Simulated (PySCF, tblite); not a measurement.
# C4H6BrGeN: geometry, infrared bands and NMR shifts

Wanted: the infrared bands and NMR shifts of C4H6BrGeN (`C#[C][Ge@@H]([NH2])/[CH]=C/Br`), by calculation.

Computed with tblite 0.8.0 and PySCF 2.14.0, with density-fitted response routines of our own, on a single molecule in the gas phase. Atoms count from 0, in the outputs and in this text.

**1. Starting geometry**

13 atoms, charge 0, multiplicity 1; geometry from: force field or distance geometry start.

Bonds of the start (Å): C0–C1 1.19, C1–Ge2 1.91, Ge2–N3 1.87, Ge2–C4 1.91, C4–C5 1.34, C5–Br6 1.92, C0–H7 1.06, Ge2–H8 1.55, N3–H9 1.03, N3–H10 1.05, C4–H11 1.08, C5–H12 1.08.

**2. Optimising the geometry with GFN2-xTB**

The job: settings as JSON, then the geometry in Å.

```
{"job": {"kind": "relax", "xc": "GFN2-xTB", "basis": "xTB"}, "charge": 0, "multiplicity": 1}
C     -1.787400     2.421300     0.050000
C     -1.349000     1.354900     0.349100
Ge    -0.622800    -0.340400     0.844400
N     -1.306100    -1.638100    -0.311900
C      1.284700    -0.286700     0.711200
C      1.872500    -0.012900    -0.462000
Br     3.784400     0.040300    -0.591300
H     -2.186600     3.371800    -0.215500
H     -1.029800    -0.673100     2.301100
H     -0.991800    -1.397700    -1.262200
H     -0.831200    -2.541300    -0.052300
H      1.878000    -0.484600     1.590800
H      1.280700     0.187100    -1.337500
```

Launch:

```
$ OMP_NUM_THREADS=1 python probes_run.py task.json out
```

The driver reads the jobs from task.json and runs them one after another.

**Question.** This job is followed by: GFN2-xTB harmonic vibrations, gas phase; GIAO PBE0/pcSseg-1 NMR shielding, non-relativistic, gas phase. Predict these results of the whole session: strongest single infrared mode (GFN2-xTB); zero-point energy (GFN2-xTB); ¹³C shifts against TMS (PBE0/pcSseg-1); ¹H shifts against TMS (PBE0/pcSseg-1, means over atoms taken as alike); ⁷³Ge shifts against GeMe4 (PBE0/pcSseg-1); ¹⁵N shifts against NH3 (PBE0/pcSseg-1); ⁷⁹Br shifts against HBr (PBE0/pcSseg-1); surface potential, 1st and 99th percentile.

The runs gave:

| quantity | value |
| --- | --- |
| strongest single infrared mode (GFN2-xTB) | 1972 cm⁻¹, 384 km/mol |
| zero-point energy (GFN2-xTB) | 51.0 kcal/mol |
| ¹³C shifts against TMS (PBE0/pcSseg-1) | 145.0, 143.5, 103.9, 85.3 ppm |
| ¹H shifts against TMS (PBE0/pcSseg-1, means over atoms taken as alike) | 6.94, 6.59, 5.07, 1.92, 0.22 ppm |
| ⁷³Ge shifts against GeMe4 (PBE0/pcSseg-1) | -75 ppm |
| ¹⁵N shifts against NH3 (PBE0/pcSseg-1) | 14.6 ppm |
| ⁷⁹Br shifts against HBr (PBE0/pcSseg-1) | 655 ppm |
| surface potential, 1st and 99th percentile | -1.25 V and 1.62 V |

Over 122 steps the energy fell by 0.255 eV; of the close pairs, Ge2–C4 changed most, 1.913 to 1.973 Å. No mode is imaginary among the 33: a minimum at this level. The strongest single mode, at 1972 cm⁻¹, moves mainly H8. Unscaled tight-binding wavenumbers are off by several per cent, some by more. Its intensities can rank the bands wrongly. C5 stands next to heavy halogen, whose spin-orbit shielding this run leaves out, so the computed shift lies too far downfield, most of all for carbon beside Br or I. At PBE0/pcSseg-1: The widest tensor belongs to Br6: span 1466 ppm, with a paramagnetic part of -1154 ppm. At PBE0/pcSseg-1, counted by nearest atom on the grid, the HOMO lies on N3 37 %; Br6 24 %, the LUMO on C4, C5 about 26 % each; Ge2 8 %. Spin-orbit coupling is left out, which matters for shieldings and couplings at and beside the heavy atoms.
